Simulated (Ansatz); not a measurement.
# LuScAs2: a single-point run

Wanted: a converged single-point run for LuScAs2, and a check of what comes out. The structure is shown as the input types it. The cell is built on a prototype (ordering on rocksalt) and needn't be the phase found in nature.

Method: density functional or hybrid calculation with the settings of its input, plane waves (as first typed), in Ansatz 0.2.0.

1 further run of the same task is left out (for a known fault of the program).

## 1. Starting point

The structure is trigonal, space group R-3m (No. 166). Conventional cell: a = 3.945 Å, b = 3.945 Å, c = 19.301 Å, α = 90.00°, β = 90.00°, γ = 120.00°. Around Sc (site symmetry -3m) lie 6 As at 2.76 Å. Around Lu (site symmetry -3m) lie 6 As at 2.82 Å. Around As (site symmetry 3m) lie 3 Sc at 2.76 Å and 3 Lu at 2.82 Å.

As a file:

```
CELL_PARAMETERS angstrom
1.97265 1.13891 6.43352
-1.97265 1.13891 6.43352
0.00000 -2.27782 6.43352
ATOMIC_POSITIONS crystal
Sc 0.00000 0.00000 0.00000
Lu 0.50000 0.50000 0.50000
As 0.25287 0.25287 0.25287
As 0.74713 0.74713 0.74713
```

## 2. The run

input.yaml

```yaml
crystal:
  lattice:
    - [1.9726542487, 1.1389124615, 6.4335176529]
    - [-1.9726542487, 1.1389124615, 6.4335176529]
    - [0.0, -2.277824923, 6.4335176529]
  atoms:
    - { symbol: Sc, position: [1.0, 0.0, 0.0] }
    - { symbol: Lu, position: [0.5, 0.5, 0.5] }
    - { symbol: As, position: [0.2528735518, 0.2528735518, 0.2528735518] }
    - { symbol: As, position: [0.7471264482, 0.7471264482, 0.7471264482] }
kpoints:
  mp_grid: { grid: [6, 6, 6] }
hamiltonian:
  xc: r2scan
scf:
  occupations: { method: fermi_dirac, width: 0.02 }
  n_extra_bands: 5
  max_iter: 80
output:
  forces: true
  stress: true
  eigenvalues: true
basis:
  ecutwfc: 160
```

Run with:

```
$ ansatz run input.yaml --threads 4 --pin off --max-ram 3686MiB --backend cpu --events-out ev --progress --plain --runs-dir out
```

**Question.** How will this run end, and is anything wrong with its input?

This run ends as converged, with warnings (cutoff below recommended). Its log warns: «basis.ecutwfc = 160 eV is below the records' recommended 500 eV ...»

Look at the input: basis.ecutwfc is 160. The basis cutoff is far too low: the plane waves can't represent the orbitals near the cores. The potentials' recommended cutoff is 500 eV.

To check: delete basis.ecutwfc (the default then holds).
